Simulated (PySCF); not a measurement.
**AlBr+: from the state search to spectroscopic constants**

One table from this session's results is given with a row withheld; the runs are named, their logs left out.

Computed with PySCF 2.14.0. Level: Al def2-TZVPPD, Br def2-TZVPPD, no relativity.

The first run:

Settings of the job:

```
atoms                         : Al, Br
charge                        : 1
basis                         : Al def2-TZVPPD, Br def2-TZVPPD
Hamiltonian                   : no relativity
basis functions               : 105
electrons treated             : 47
masses in u                   : 26.9815, 78.9183
levels                        : PBE0, PBE, r²SCAN, BLYP, revPBE, B97-3, PBEsol, MN15, ωB97M-V, HF, MP2, SCS-MP2, CCSD, CCSD(T)
grid                          : 80 radial by 434 angular points
occupations                   : held fixed by the projection of orbital angular momentum
dissociation limit            : Al+ + Br, each in its ground configuration
starting distance in angstrom : 2.410
values of 2S to try           : 1, 3
```

The run is started by

```sh
> OMP_NUM_THREADS=2 python dia.py task.json out
```

Steps of the session up to this table: Set-up; First curve: PBE0; Excited determinants; PBE (GGA); r²SCAN (meta-GGA); BLYP; revPBE (GGA); B97-3 (global hybrid GGA); PBEsol (GGA); MN15; ωB97M-V (range-separated hybrid); UHF; Correlated methods on the Hartree–Fock reference.

One of the session's tables, all rows but one given; the rest of the session is left out.

It belongs to the step «The curves together». Energy (eV) from each level's lowest point:

| R (Å) | UHF | UHF-MP2 | UHF-SCS-MP2 | UHF-CCSD | UHF-CCSD(T) |
| --- | --- | --- | --- | --- | --- |
| 1.883 | 1.154 | 1.165 | 1.186 | n/a | n/a |
| 1.970 | 0.486 | 0.493 | 0.510 | 0.514 | 0.531 |
| 2.058 | 0.134 | 0.137 | 0.148 | 0.152 | 0.162 |
| 2.123 | 0.020 | 0.021 | 0.026 | 0.030 | 0.035 |
| 2.189 | 0.000 | 0.000 | 0.000 | 0.000 | 0.000 |
| 2.255 | 0.050 | 0.052 | 0.045 | 0.039 | 0.035 |
| 2.342 | ? | ? | ? | ? | ? |
| 2.452 | 0.426 | 0.486 | 0.446 | 0.382 | 0.376 |
| 2.583 | 0.698 | 0.884 | 0.806 | 0.661 | 0.669 |
| 2.758 | 0.937 | 1.309 | 1.175 | n/a | n/a |

Estimate the missing values for R (Å) = 2.342.

Worked estimate for «UHF». A straight line through the neighbours (2.255, 0.050) and (2.452, 0.426) gives 0.050 + (0.426 − 0.050) × (2.342 − 2.255) / (2.452 − 2.255) = 0.216; a parabola fitted to 4 rows on both sides gives 0.208.

**Answer.** UHF: 0.191; UHF-MP2: 0.205; UHF-SCS-MP2: 0.186; UHF-CCSD: 0.163; UHF-CCSD(T): 0.155. In «UHF» the line misses by +0.025 and the parabola by +0.017.
